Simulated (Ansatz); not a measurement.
Here is an Ansatz input file for ZnNi₃N, space group Pm-3m. Write the same calculation for the Python package.

```yaml
crystal:
  lattice:
    - [3.727013, 0.0, 0.0]
    - [0.0, 3.727013, 0.0]
    - [0.0, 0.0, 3.727013]
  atoms:
    - { symbol: Zn, position: [0.0, 0.0, 0.0] }
    - { symbol: Ni, position: [0.0, 0.5, 0.5], spin: 1.5 }
    - { symbol: Ni, position: [0.5, 0.5, 0.0], spin: 1.5 }
    - { symbol: Ni, position: [0.5, 0.0, 0.5], spin: 1.5 }
    - { symbol: "N", position: [0.5, 0.5, 0.5] }
magnetization:
  spin_polarized: true
kpoints:
  mp_grid: { grid: [6, 6, 6] }
hamiltonian:
  xc: pbesol
scf:
  occupations: { method: fermi_dirac, width: 0.15 }
basis:
  ecutwfc: "420 eV"
output:
  forces: true
```

Launched from the shell:
```console
$ ansatz run input.yaml --threads 1 --pin off --max-ram 3072MiB --backend cpu --events-out ev --progress --plain --runs-dir out
band count auto-derived: 47 (N_el = 71.0; filled up to band 36; 46 by the electrons, moments and atoms)
Engine: ansatz 0.2.0, aarch64-unknown-linux-gnu
Pseudopotentials: kind: paw
Pseudopotential: Zn, paw, valence charge 12, recommended cutoff 420 eV (normal), Zn.paw.azcp
Pseudopotential: Ni, paw, valence charge 18, recommended cutoff 420 eV (normal), Ni.paw.azcp
Pseudopotential: N, paw, valence charge 5, recommended cutoff 420 eV (normal), N.paw.azcp
Functional definition: PBEsol
  exchange = pbesol_x
  correlation = pbesol_c
Crystal: 5 atoms, lattice volume = 51.771 Å³
Basis set: ecut = 420 eV, 1021 PW (Γ), exchange–correlation on 50×50×50 points (8 copies of the dense FFT grid, shifted against one another)
Bands: 47, of which v1, the nominal top of the filled ones, is band 36 counted from 1 (35 counted from 0)
Symmetry: 48 space group operations
Space group: Pm-3m (ITA 221), of the structure as read, at distance tolerance 3.7e-5 Å
Magnetic group: BNS 221.92 (UNI 1594), of the structure as read, at distance tolerance 3.7e-5 Å
k-points: 20 of 216
Non-local potential: Zn, projectors of the file, l = 0: 2, l = 1: 2, l = 2: 3, l = 3: 1
Non-local potential: Ni, projectors of the file, l = 0: 3, l = 1: 2, l = 2: 3, l = 3: 1
Non-local potential: N, projectors of the file, l = 0: 2, l = 1: 2, l = 2: 1
PAW form: soft (Blöchl's): semilocal exchange-correlation on the pseudo side does not see the compensation charge
PAW frozen core: Zn, regenerated for the run's functional, and the local potential with it (the file was generated under x = pbe(κ = 0.804, μ = 0.2195149727645171), c = pbe(β = 0.06672455060314922))
PAW frozen core: Ni, regenerated for the run's functional, and the local potential with it (the file was generated under x = pbe(κ = 0.804, μ = 0.2195149727645171), c = pbe(β = 0.06672455060314922))
PAW frozen core: N, regenerated for the run's functional, and the local potential with it (the file was generated under x = pbe(κ = 0.804, μ = 0.2195149727645171), c = pbe(β = 0.06672455060314922))
PAW one-centre angular grid: Zn, 590 points (default); XC on 64 Gauss nodes
PAW one-centre angular grid: Ni, 590 points (default); XC on 64 Gauss nodes
PAW one-centre angular grid: N, 110 points (default); XC on 64 Gauss nodes
Initial density: superposition of atomic densities (chi_scale 0.1, normalization cell, long waves kept (reshape's long-wave potential 0.03 eV rms))
Starting moments: Σ|m| = 4.5 μB on 3 of 5 sites
Initial wavefunctions: pseudopotential atomic-orbital guess
Functional: x = pbesol(κ = 0.804, μ = 0.12345679012345678), c = pbesol(β = 0.046)
iter 1 solved again at ethr=1.52e-3 eV; its pass at ethr=3.10e-3 eV (dr2=1.08e0 eV) is discarded
SCF iter   1: F=—  HF=-21071.019761 eV  |F-HF|=—  |Δ(HF+E_count)|=         —  Δρ=1.45e-1 (↑1.45e-1 ↓1.17e-1)  dr2=1.08e0  dr2_m=7.51e0  M=0.961 μB ∫|m|=1.120 μB  β_m=0.30  ethr=1.52e-3  ⟨swp⟩=1.4  Hψ=8851  notcnv=0
Mixer restart at iter 1: flushing history
preconditioner: auto → Kerker (q_TF=auto, 2.876 Å⁻¹)  [metal: Δε(μ)=0.032 eV  Ē_g=11.610 eV  σ=0.150 eV  W_gap=0.05  n_scr=18 (ndim 8)  ℏωp=35.4 eV  f_vac=0.000  D(μ)=4.00/eV (n_scr^D=32)]
spin=Collinear: Kerker preconditioning applied to the charge; magnetization (m = ρ↑ − ρ↓) channel mixes plain (no charge-response kernel on spin).
SCF iter   2: F=—  HF=-21071.600268 eV  |F-HF|=—  |Δ(HF+E_count)|=   5.81e-1  Δρ=1.21e-1 (↑8.99e-2 ↓1.21e-1)  dr2=6.09e-1  dr2_m=4.95e0  M=0.655 μB ∫|m|=0.785 μB  β_m=0.65  ethr=1.52e-3  ⟨swp⟩=2.0  Hψ=2507  notcnv=0
SCF iter   3: F=—  HF=-21075.582463 eV  |F-HF|=—  |Δ(HF+E_count)|=    3.98e0  Δρ=5.74e-2 (↑5.74e-2 ↓2.33e-2)  dr2=3.53e-1  dr2_m=6.85e-1  M=0.242 μB ∫|m|=0.315 μB  β_m=0.73  ethr=8.58e-4  ⟨swp⟩=3.1  Hψ=4310  notcnv=0  defer=95
SCF iter   4: F=—  HF=-21075.609101 eV  |F-HF|=—  |Δ(HF+E_count)|=   2.66e-2  Δρ=1.96e-2 (↑1.96e-2 ↓1.61e-2)  dr2=5.85e-1  dr2_m=2.87e-3  M=0.010 μB ∫|m|=0.032 μB  β_m=0.73  ethr=4.97e-4  ⟨swp⟩=2.4  Hψ=3858  notcnv=0  defer=96
SCF iter   5: F=—  HF=-21075.491972 eV  |F-HF|=—  |Δ(HF+E_count)|=   1.17e-1  Δρ=5.18e-3 (↑2.80e-3 ↓5.18e-3)  dr2=2.95e-2  dr2_m=4.03e-3  M=0.022 μB ∫|m|=0.036 μB  β_m=0.86  ethr=4.97e-4  ⟨swp⟩=2.0  Hψ=2666  notcnv=0  defer=96
SCF iter   6: F=—  HF=-21075.489112 eV  |F-HF|=—  |Δ(HF+E_count)|=   2.86e-3  Δρ=2.99e-3 (↑2.99e-3 ↓2.74e-3)  dr2=8.74e-3  dr2_m=3.40e-5  M=0.004 μB ∫|m|=0.008 μB  β_m=0.85  ethr=4.16e-5  ⟨swp⟩=2.0  Hψ=3328  notcnv=0  defer=96
SCF iter   7: F=—  HF=-21075.489219 eV  |F-HF|=—  |Δ(HF+E_count)|=   1.07e-4  Δρ=2.80e-3 (↑1.78e-3 ↓2.80e-3)  dr2=6.77e-3  dr2_m=1.70e-4  M=-0.004 μB ∫|m|=0.005 μB  β_m=0.72  ethr=1.23e-5  ⟨swp⟩=2.1  Hψ=2360  notcnv=0  defer=96
SCF iter   8: F=—  HF=-21075.487977 eV  |F-HF|=—  |Δ(HF+E_count)|=   1.24e-3  Δρ=1.11e-3 (↑3.08e-4 ↓1.11e-3)  dr2=3.04e-4  dr2_m=2.10e-4  M=-0.003 μB ∫|m|=0.004 μB  β_m=0.72  ethr=9.53e-6  ⟨swp⟩=2.1  Hψ=2650  notcnv=0  defer=96
SCF iter   9: F=—  HF=-21075.488010 eV  |F-HF|=—  |Δ(HF+E_count)|=   3.28e-5  Δρ=1.99e-4 (↑1.99e-4 ↓1.46e-4)  dr2=4.64e-5  dr2_m=7.42e-7  M=-0.000 μB ∫|m|=0.000 μB  β_m=0.86  ethr=4.28e-7  ⟨swp⟩=2.1  Hψ=2847  notcnv=0  defer=96
SCF iter  10: F=—  HF=-21075.488132 eV  |F-HF|=—  |Δ(HF+E_count)|=   1.22e-4  Δρ=5.09e-5 (↑5.09e-5 ↓3.36e-5)  dr2=1.25e-6  dr2_m=5.37e-7  M=-0.000 μB ∫|m|=0.000 μB  β_m=0.93  ethr=6.53e-8  ⟨swp⟩=2.3  Hψ=2429  notcnv=0  defer=96
SCF iter  11: F=—  HF=-21075.488132 eV  |F-HF|=—  |Δ(HF+E_count)|=   3.37e-7  Δρ=8.64e-6 (↑8.64e-6 ↓5.55e-6)  dr2=7.95e-8  dr2_m=7.18e-9  M=-0.000 μB ∫|m|=0.000 μB  β_m=0.95  ethr=1.77e-9  ⟨swp⟩=2.5  Hψ=2860  notcnv=0  defer=96
SCF iter  12: F=—  HF=-21075.488132 eV  |F-HF|=—  |Δ(HF+E_count)|=   1.93e-8  Δρ=1.62e-6 (↑1.34e-6 ↓1.62e-6)  dr2=1.93e-9  dr2_m=2.78e-10  M=-0.000 μB ∫|m|=0.000 μB  β_m=0.97  ethr=1.12e-10  ⟨swp⟩=2.1  Hψ=2482  notcnv=0  defer=96
SCF iter  13: F=-21075.488132 eV  HF=-21075.488132 eV  |F-HF|=4.47e-9  |Δ(HF+E_count)|=  9.17e-10  Δρ=1.93e-6 (↑1.93e-6 ↓1.85e-6)  dr2=4.37e-9  dr2_m=1.15e-11  M=-0.000 μB ∫|m|=0.000 μB  ethr=2.72e-12  ⟨swp⟩=1.7  Hψ=5749  notcnv=0
SCF 1 converged in 13 iterations: F = -21075.488132 eV  dr2 = 4.37e-9
  greatest PAW one-centre occupation: 1.001 electrons in one spin orbital (limit 2), on the Ni atom at site 2 (counted from 0), in its partial waves of l = 1
WARN: the starting moments were not kept: the SCF closed with an absolute magnetisation of 5.2e-6 μB, where they sum to 4.5 μB in size (3 sites). That is at most 0.1 of that sum. Measured as dr2_m measures the in/out step, that magnetisation stands 1.2e-11 eV from none, at or under the dr2_threshold of 1.0e-7 eV: it is no larger than a step whose dr2_m would equal this threshold. The system may hold no moment; this SCF shows only that its start led to no more than that. To try another start: raise the starting moments (crystal.atoms[].spin, magnetization.per_species, magnetization.initial_magnetization, or on a non-collinear deck that types none of these the spinor_matrix: blocks that start its atoms; where the total moment is fixed, keep their sum and leave initial_magnetization as it is; typed ones take the place of any that the run laid by itself, positive ones on a crystal's lanthanoids without a Hubbard term where scf.initial_density.shell_occupations: [] is typed) or, if the notice of its spin-set hold's release reads "site moments contracting" or "site moments show no strong build", lengthen the hold (scf.mixing.spin_hold: { on: { confirm: 4 } }; for m-r²SCAN on two components see the key's manual first). Each may lead to a state that holds a moment. A second SCF, from the converged charge density, with the starting moments and any scf.initial_density.shell_occupations laid on it anew, would have followed, and was not run: the deck does not ask for one (magnetization.retry_lost_moments is false, the default). To let it run, set magnetization.retry_lost_moments: true and run the deck again, where that key's refused combinations let it; where memory then withholds it, that run's warning says so.
SCF converged after 13 iterations
Magnetization: -0.0000 μB (35.5000 up, 35.5000 down)
Absolute magnetization: 0.0000 μB (∫|ρ↑−ρ↓|, with the PAW one-centre terms)
Spin contamination: 0.0000 ħ² per cell (⟨S²⟩ above its minimum at these occupations)
Per-site moments (μB) at R_I (Å): [(5.62134805950311e-8, 1.0871009184215474), (-9.28164234871027e-7, 0.76869643125), (-9.281642345921008e-7, 0.76869643125), (-9.28164234836186e-7, 0.76869643125), (-1.4240893004211731e-6, 0.76869643125)]
Free energy (F): -21075.488132 eV
Harris-Foulkes:  -21075.488132 eV  (|F-HF|=4.47e-9)
Internal energy: -21075.263256 eV  (E = F + TS)
E sigma→0 (E₀):  -21075.375694 eV
Entropy (-TS):   -0.224875 eV (-44.975 meV/atom)
Fermi energy:    16.282995 eV
--- Per-component energies (eV) ---
  E_band       = -821.833837
  E_kinetic    = 1115.192619
  E_local      = -12801.928148  (includes V_loc(G=0)·N_el)
  E_nonlocal   = 2580.008090
  E_hartree    = 5369.933404
  E_xc         = -449.321518
  E_vxc        = -457.477463  (∫ρ·V_xc dr)
  E_paw        = -6704.673761  (= ΣΔE_a)
  E_vpaw       = -1997.486986  (= ΣTr[D̂ρ^β])
  E_aug_tail   = 0.000595  (compensation charges beyond the density's cutoff)
  E_ewald      = -10185.891857
  E_core_change = 1.417320  (= ΣΔE_core)
  E_smearing   = -0.224875  (= −TS)
  E_closure    = 0.000000  (closes the sum)
  Σ components = -21075.488132   (vs F -21075.488132, Δ=0.00e0)
--- Forces (eV/Å), atoms counted from 1 ---
  atom   1  Zn    -0.00000000     0.00000000    -0.00000000
  atom   2  Ni     0.00000000     0.00000000     0.00000000
  atom   3  Ni     0.00000000    -0.00000000    -0.00000000
  atom   4  Ni     0.00000000    -0.00000000     0.00000000
  atom   5  N      0.00000000    -0.00000000     0.00000000
  max |Σ_I F_I| component: 2.25e-28 eV/Å
```

Script `znni3n.py`:
```python
import json
import logging
import sys

import ansatz
import numpy as np

logging.basicConfig(stream=sys.stdout, format="%(levelname)s:%(name)s:%(message)s")
logger = logging.getLogger("ansatz_job")
logger.setLevel(logging.INFO)


def main() -> None:
    config = {
        "crystal": {
            "lattice": [[3.727013, 0.0, 0.0], [0.0, 3.727013, 0.0], [0.0, 0.0, 3.727013]],
            "atoms": [
                {"symbol": "Zn", "position": [0.0, 0.0, 0.0]},
                {"symbol": "Ni", "position": [0.0, 0.5, 0.5], "spin": 1.5},
                {"symbol": "Ni", "position": [0.5, 0.5, 0.0], "spin": 1.5},
                {"symbol": "Ni", "position": [0.5, 0.0, 0.5], "spin": 1.5},
                {"symbol": "N", "position": [0.5, 0.5, 0.5]},
            ],
        },
        "magnetization": {"spin_polarized": True},
        "kpoints": {"mp_grid": {"grid": [6, 6, 6]}},
        "hamiltonian": {"xc": "pbesol"},
        "scf": {"occupations": {"method": "fermi_dirac", "width": 0.15}},
        "basis": {"ecutwfc": "420 eV"},
        "output": {"forces": True},
    }

    out = ansatz.Session.from_dict(config).plan().execute()
    r = out.report

    n_atoms = len(r["lattice"]["sites"])
    print("F =", round(r["free_energy_ev"], 4), "eV for", n_atoms, "atoms")
    print("E(sigma -> 0) =", round(r["energy_sigma0_ev"], 4), "eV, TS =", round(r["entropy_ts_ev"], 5), "eV")
    print("closed by", r["closed_by"], "after", r["n_iterations"], "iterations")

    forces = np.array(r["forces_ev_ang"])
    norms = np.linalg.norm(forces, axis=1)
    logger.info("largest force {:.4f} eV/A on atom {}".format(norms.max(), norms.argmax()))
    print(np.array2string(forces, precision=4, suppress_small=True))

    print("site moments (muB):", [round(m, 2) for m in r["site_moments_mub"]])
    print("electrons up, down:", [round(n, 3) for n in r["spin_occupation_sums"]])

    keep = ["free_energy_ev", "energy_sigma0_ev", "fermi_energy_ev", "n_iterations", "converged", "magnetization_mub", "n_kpoints"]
    with open("znni3n.json", "w") as handle:
        json.dump({key: r[key] for key in keep}, handle, indent=1)

    used = r["setup"]
    print("cutoffs (eV):", used["ecut_ev"], used["ecutrho_ev"], " FFT grid:", used["fft_dense"])
    logger.info("cell volume {:.3f} A^3, {} symmetry operations".format(used["cell_volume_ang3"], used["n_sym_ops"]))


if __name__ == "__main__":
    main()
```

```console
$ python znni3n.py
RunWarning: the starting moments were not kept: the SCF closed with an absolute magnetisation of 5.2e-6 μB, where they sum to 4.5 μB in size (3 sites). That is at most 0.1 of that sum. Measured as [...]
F = -21075.4881 eV for 5 atoms
E(sigma -> 0) = -21075.3757 eV, TS = 0.22488 eV
closed by deck_thresholds after 13 iterations
INFO:ansatz_job:largest force 0.0000 eV/A on atom 2
[[-0.  0. -0.]
 [ 0.  0.  0.]
 [ 0. -0. -0.]
 [ 0. -0.  0.]
 [ 0. -0.  0.]]
site moments (muB): [0.0, -0.0, -0.0, -0.0, -0.0]
electrons up, down: [35.5, 35.5]
cutoffs (eV): 420.0 1680.0  FFT grid: [25, 25, 25]
INFO:ansatz_job:cell volume 51.771 A^3, 48 symmetry operations
```
(Warnings from the package without file and line, shortened.)

What to keep in mind:
- Total energies depend on the potentials; only differences at equal settings carry meaning. A total without «per atom» is that of the cell as typed.
- The SCF didn't keep the moments it started from (some shrank, vanished or turned); what is printed is the state reached.
- For a metal this k-point mesh is coarse: on a finer one energies can move by several to tens of meV an atom and pressures by half a GPa or more, differences at one mesh by less.
- The structure comes from a database of computed cells and needn't be a stable or known phase.
- The whole script took 11 s on 1 thread of Arm Neoverse V1, with other jobs on the host, peak memory 0.49 GiB.

(Lines on the test bed's own set-up are left out of the output.)
